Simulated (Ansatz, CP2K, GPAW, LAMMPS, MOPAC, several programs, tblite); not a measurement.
Many methods on one cell: Li2ClF (ordering on rocksalt)

Li2ClF, ordered on the rocksalt lattice (R-3m) with 4 atoms a cell, relaxed with r2SCAN in Ansatz, was computed with several methods. Space group R-3m (No. 166), trigonal; a = 3.288 Å, c = 15.791 Å in the conventional setting, 12.32 Å³ an atom. F is surrounded by 6 Li at 2.20 Å; Cl is surrounded by 6 Li at 2.44 Å; Li is surrounded by 3 F at 2.20 Å and 3 Cl at 2.44 Å. These are computed values for a spin-unpolarised cell that may be hypothetical; none is a measurement.

```cif
data_structure
_symmetry_space_group_name_H-M 'R-3m:H'
_symmetry_Int_Tables_number 166
_cell_length_a 3.2876
_cell_length_b 3.2876
_cell_length_c 15.7913
_cell_angle_alpha 90.000
_cell_angle_beta 90.000
_cell_angle_gamma 120.000
_cell_volume 147.81
loop_
_atom_site_label
_atom_site_type_symbol
_atom_site_symmetry_multiplicity
_atom_site_Wyckoff_symbol
_atom_site_fract_x
_atom_site_fract_y
_atom_site_fract_z
_atom_site_occupancy
F1 F 3 a 0.00000 0.00000 0.00000 1
Cl1 Cl 3 b 0.66667 0.33333 0.83333 1
Li1 Li 6 c 0.33333 0.66667 0.93003 1
```

Gaps and times are for a single point on this cell; volume and bulk modulus come from each method's own relaxation or energy curve at fixed shape, which is too stiff where a cell has free coordinates or axes. Times are rough, from shared hosts (Intel Xeon Processor @ 2.50GHz), and each method has its own mesh and cell size. A double dagger marks a value from a curve with shape and coordinates held. PM6 (MOPAC), PM7 (MOPAC), GFN1-xTB (tblite), GFN2-xTB (tblite) treat a cluster of cells at its zone centre, which samples few k points: where these miss a band edge, the gap comes out too large for that reason alone. Gaps from k meshes are read at a limited set of points (mesh, symmetry points, PBE's band edges), so each method's own least gap may be somewhat smaller. Force fields have no electrons; where one was fitted to this phase, its volume and modulus reflect the fit. xTB and the PM methods were fitted mostly to molecules, and can miss a solid's gap by electronvolts. Minimal bases can be far off for gaps. GLLB-SC's gap includes the derivative discontinuity. d marks a direct gap, i an indirect one (no mark: not told apart), a dash a value that wasn't computed or didn't pass its checks.

```csv
method,kind,gap (eV),own volume (Å³/atom),bulk modulus (GPa),atoms computed,processor time
ffield.eim (LAMMPS),force field,–,–,–,4,0.25 s
light PBE (260 eV and a coarse mesh),light plane-wave,4.84 d,–,–,4,1.8 s
PBE,semilocal,4.86 d,12.74,43‡,4,10 s
PM7 (MOPAC),semi-empirical,5.12,–,–,108,22 s
GFN1-xTB (tblite),tight binding,2.35,12.23‡,45‡,108,24 s
r2SCAN,semilocal,5.57 d,12.32,48‡,4,27 s
PM6 (MOPAC),semi-empirical,8.85,–,–,108,27 s
GFN2-xTB (tblite),tight binding,3.14,–,–,108,39 s
PBE/single zeta (GPAW),small basis,4.77 d,–,–,4,39 s
GLLB-SC (GPAW),model potential,8.77,–,–,4,2.6 min
PBE/SZV (CP2K),small basis,4.86 d,–,–,4,3.1 min
PBE/DZVP (CP2K),small basis,4.83 d,12.78‡,44‡,4,8 min
```

Against r2SCAN (5.57 eV) and with closed or daggered gaps left aside, the nearest gap at the points sampled is that of PM7 (MOPAC) (-0.45 eV) and the farthest that of PM6 (MOPAC) (+3.28 eV). r2SCAN is only a yardstick of convenience: semilocal gaps usually lie below measured ones, which GLLB-SC and hybrids aim to mend.

Volumes against r2SCAN's: PBE +3.4 %.

Relaxed on its own, the cell leaves this structure with ffield.eim (LAMMPS), so no volume is listed.
